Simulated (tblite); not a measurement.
# C11H10 (benzocycloheptatriene): the cost of one run

The runs use tblite 0.8.0 and PySCF 2.14.0, with density-fitted response routines of our own; the level of theory stands in each step. All values are computed, except where a source is named. Atoms count from 0, in the outputs and in this text.

### Step 1. The molecule as given

21 atoms, charge 0, multiplicity 1; geometry from: force field or distance geometry start.

Bonds of the start (Å): C0–C1 1.32, C1–C2 1.50, C2–C3 1.49, C3–C4 1.41, C4–C5 1.38, C5–C6 1.39, C6–C7 1.38, C7–C8 1.38, C8–C9 1.47, C9–C10 1.34, C10–C0 1.47, C8–C3 1.37, C0–H11 1.09, C1–H12 1.11, C2–H13 1.10, C2–H14 1.13, C4–H15 1.08, C5–H16 1.10, C6–H17 1.09, C7–H18 1.08, C9–H19 1.09, C10–H20 1.09.

### Step 2. Optimising the geometry with GFN2-xTB

What the job is given:

```
{"job": {"kind": "relax", "xc": "GFN2-xTB", "basis": "xTB"}, "charge": 0, "multiplicity": 1}
C     -2.487900     0.834300     0.319400
C     -2.304700    -0.465300     0.221200
C     -1.212000    -1.281400    -0.391600
C      0.139800    -0.692100    -0.162500
C      1.085900    -1.690900     0.139200
C      2.395100    -1.332300     0.378500
C      2.826400    -0.007800     0.355700
C      1.899100     0.971000     0.081900
C      0.588600     0.604800    -0.169600
C     -0.274000     1.764500    -0.446600
C     -1.595900     1.863100    -0.242100
H     -3.384500     1.174400     0.841800
H     -3.071900    -1.099600     0.711700
H     -1.256500    -2.352800    -0.139800
H     -1.397300    -1.139800    -1.501500
H      0.764000    -2.723100     0.163800
H      3.130600    -2.121900     0.607300
H      3.865900     0.254400     0.558300
H      2.120000     2.023700     0.042500
H      0.238600     2.631500    -0.868200
H     -2.078200     2.802300    -0.499900
```

The run is started by

```sh
$ OMP_NUM_THREADS=2 python probes_run.py task.json out
```

This one command runs all jobs of the session in turn.

**Question.** How long does this first job take on 2 threads of AMD EPYC, shared host, and how much memory does it need?

About 1.2 s, with a peak of 0.18 GiB.
